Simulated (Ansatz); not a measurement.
The system is BIr.

```
CELL_PARAMETERS angstrom
2.73593 0.00000 0.00000
0.00000 2.73593 0.00000
0.00000 0.00000 2.73593
ATOMIC_POSITIONS crystal
B 0.50000 0.50000 0.50000
Ir 0.00000 0.00000 0.00000
```

The cell was built by a generator and needn't be a form met in nature.

* Program: Ansatz 0.2.0
* Task: relaxation of cell and atoms
* Functional: HSE03
* Potentials or basis: Ansatz PAW
* Cutoff: 420 eV (not typed: the program's choice for these potentials)
* k mesh: 5 × 5 × 5
* Occupations: fermi-dirac, width 0.05 eV
* Spin: no spin polarisation

At the start: volume 10.24 Å³/atom.

How do energy, volume and symmetry change on relaxing?

It ends after 5 steps and the volume is 10.02 Å³/atom (-2.1 %); space group Pm-3m (No. 221, to 0.05 Å).

The path:
```
step  energy change (eV)  largest force (eV/Å)  volume (Å³)
   1              0.0000                0.0000        20.48
   2             -0.0064                0.0000        19.75
   3             -0.0112                0.0000        20.05
   4             -0.0112                0.0000        20.04
   5             -0.0109                0.0000        20.04
```

Final structure:
```yaml
crystal:
  lattice:
    - [2.71631, 0.00000, 0.00000]
    - [0.00000, 2.71631, 0.00000]
    - [0.00000, 0.00000, 2.71631]
  atoms:
    - { symbol: B, position: [0.50000, 0.50000, 0.50000] }
    - { symbol: Ir, position: [0.00000, 0.00000, 0.00000] }
```

Caveat: the k mesh is coarse (spacing up to 0.46 Å⁻¹), so the values aren't converged, least of all with exact exchange; the plane-wave basis is chosen anew once the cell has moved, so the energies of steps on either side of that aren't comparable; the PAW data sets come from PBE, with cores solved anew for the run's functional, which leaves a small shift of forces and pressure.
